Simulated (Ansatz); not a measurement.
Write a Python script for Ansatz 0.2.0 through its Python package that makes vertical spin-state energies of C2H5GeNO, SMILES NC1=[CH][GeH2][O]1. Use (for the species named): PBE0, def2-SVP basis, multiplicity 1.

```yaml
atoms:
  - { symbol: N, position_ang: [-1.1692, 0.1860, -1.5900] }
  - { symbol: C, position_ang: [-0.3900, 0.1931, -0.4478] }
  - { symbol: C, position_ang: [0.3056, -0.8396, 0.0995] }
  - { symbol: Ge, position_ang: [1.0478, 0.1933, 1.4582] }
  - { symbol: O, position_ang: [-0.0341, 1.2244, 0.4872] }
  - { symbol: H, position_ang: [-1.6919, 1.1352, -1.8767] }
  - { symbol: H, position_ang: [-1.3292, -0.6264, -2.1736] }
  - { symbol: H, position_ang: [0.5164, -1.8634, -0.1575] }
  - { symbol: H, position_ang: [0.3428, -0.1565, 2.8724] }
  - { symbol: H, position_ang: [2.4849, 0.5028, 1.3311] }
```

Script `c2h5geno_spin.py`:
```python
"""Vertical spin-state energies of C2H5GeNO."""

import ansatz as az

GEOMETRY = """
N    -1.16920    0.18600   -1.59000
C    -0.39000    0.19310   -0.44780
C     0.30560   -0.83960    0.09950
Ge    1.04780    0.19330    1.45820
O    -0.03410    1.22440    0.48720
H    -1.69190    1.13520   -1.87670
H    -1.32920   -0.62640   -2.17360
H     0.51640   -1.86340   -0.15750
H     0.34280   -0.15650    2.87240
H     2.48490    0.50280    1.33110
"""

system = az.Crystal.molecule()
for line in GEOMETRY.strip().splitlines():
    symbol, *xyz = line.split()
    system = system.atom(symbol, [float(v) for v in xyz])

model = (
    system.calculation()
    .basis(gaussian="def2-SVP")
    .functional("pbe0")
)
found = {}
for unpaired in [0, 2]:
    report = model.spin("collinear", total=unpaired).run(threads=1, backend="cpu").report
    s = unpaired / 2
    found[unpaired] = report["free_energy_ev"]
    print(f"2S+1 = {unpaired + 1}: E = {found[unpaired]:.5f} eV, <S^2> = {abs(report['mean_field']['state']['spin_squared']):.3f} (pure state {s * (s + 1):.2f})")
lowest = min(found, key=found.get)
for unpaired, e in found.items():
    print(f"multiplicity {unpaired + 1}: {23.060548 * (e - found[lowest]):.1f} kcal/mol above the lowest")
```

```console
$ python c2h5geno_spin.py
2S+1 = 1: E = -62183.55631 eV, <S^2> = 0.000 (pure state 0.00)
2S+1 = 3: E = -62179.74353 eV, <S^2> = 2.007 (pure state 2.00)
multiplicity 1: 0.0 kcal/mol above the lowest
multiplicity 3: 87.9 kcal/mol above the lowest
```

In order: multiplicity 1 (+0.00 eV) and multiplicity 3 (+3.81 eV), all at the one geometry.

These settings explore the input space; basis and method may be short of convergence. The geometry is a force-field or estimated start, not a minimum of this method, and the basis set is short of its limit. All parts are taken at fixed geometry, without zero-point energy. It ran for 39 s on 1 thread of Arm Neoverse V2, with other jobs on the host, peak memory 0.44 GiB.
